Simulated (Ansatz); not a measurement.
**Mg (diamond type): how the settings move a single-point run**

Question: which choices in the input matter for Mg (diamond type)?

Method: reference: DFT, LDA, all-electron LAPW, scalar-relativistic, in Ansatz 0.2.0.

1 further run of the same task is left out (set aside as unsound or not needed).

### 1 The starting structure

It takes space group Fd-3m (No. 227, cubic). The conventional cell has a = 6.085 Å, b = 6.085 Å, c = 6.085 Å, α = 90.00°, β = 90.00°, γ = 90.00°. Around Mg (site symmetry -43m) lie 4 Mg at 2.63 Å.

As a file:

```
Mg
1.0
     0.00000    3.04229    3.04229
     3.04229    0.00000    3.04229
     3.04229    3.04229    0.00000
Mg
2
Direct
  0.87500 0.87500 0.87500
  0.12500 0.12500 0.12500
```

### 2 Baseline

Contents of input.yaml:

```yaml
crystal:
  lattice:
    - [0.0, 3.0422856916, 3.0422856916]
    - [3.0422856916, 0.0, 3.0422856916]
    - [3.0422856916, 3.0422856916, 0.0]
  atoms:
    - { symbol: Mg, position: [-0.125, -0.125, -0.125] }
    - { symbol: Mg, position: [0.125, 0.125, 0.125] }
kpoints:
  mp_grid: { grid: [12, 12, 12] }
  band_path:
    path:
      - [0.0, 0.0, 0.0]
      - [0.5, 0.0, 0.5]
      - [0.625, 0.25, 0.625]
      - [0.375, 0.375, 0.75]
      - [0.0, 0.0, 0.0]
      - [0.5, 0.5, 0.5]
      - [0.5, 0.25, 0.75]
      - [0.5, 0.0, 0.5]
    npoints: 8
scf:
  occupations: { method: fermi_dirac, width: 0.08 }
hamiltonian:
  xc: lda
  pseudopotentials: { kind: all_electron, lapw: { basis_error: 0.001 } }
output:
  forces: true
  stress: true
  eigenvalues: true
  populations: true
  dos: { projected: true, de: 0.2, e_range: [-14, 8] }
```

On the command line:

```sh
ansatz run input.yaml --threads 1 --pin off --max-ram 2048MiB --backend cpu --events-out ev --progress --plain --runs-dir out
```

### 3 Variant: symmetry.detect false, occupations.method methfessel_paxton, occupations.width 0.2, accuracy low

input.yaml: that of step 2 with these lines changed.

```diff
@@ -8,2 +8,3 @@
     - { symbol: Mg, position: [0.125, 0.125, 0.125] }
+  symmetry: { detect: false }
 kpoints:
@@ -22,3 +23,3 @@
 scf:
-  occupations: { method: fermi_dirac, width: 0.08 }
+  occupations: { method: methfessel_paxton, width: 0.2 }
 hamiltonian:
@@ -31,2 +32,2 @@
   populations: true
-  dos: { projected: true, de: 0.2, e_range: [-14, 8] }
+accuracy: low
```

Q: Predict the outcome of this session. Wanted: for each run, ending; energy change; pressure; gap; force.

As calculated:

```
                                                                                                run     ending        energy change  pressure (GPa)  gap (eV)  force (eV/Å)  cycles   time
                                                                                          reference  converged                    0             6.4      0.00          0.00       7  7.6 s
1: symmetry.detect false, occupations.method methfessel_paxton, occupations.width 0.2, accuracy low  converged  +0.4 meV/atom (σ→0)             6.3      0.00          0.00       7  2 min
```

Times don't compare one to one where runs were asked for different outputs or read a saved state (see the inputs); cycles may leave out searches for a lower state.

Residual by cycle in the longest SCF loop of each run; runs are numbered as in the table. The quantity is the density residual dr2, in eV.

```
cycle  reference   run 1
    1     0.0198  0.0199
    2    0.00902  0.0091
    3     9.8e-4  1.0e-3
    4     1.2e-4  1.3e-4
    5     1.4e-5  1.4e-5
    6     3.5e-7  3.5e-7
    7     1.1e-8  1.2e-8
```

**Reading.** Changing the use of symmetry, smearing and accuracy level leaves the energy as it was (+0.4 meV/atom).
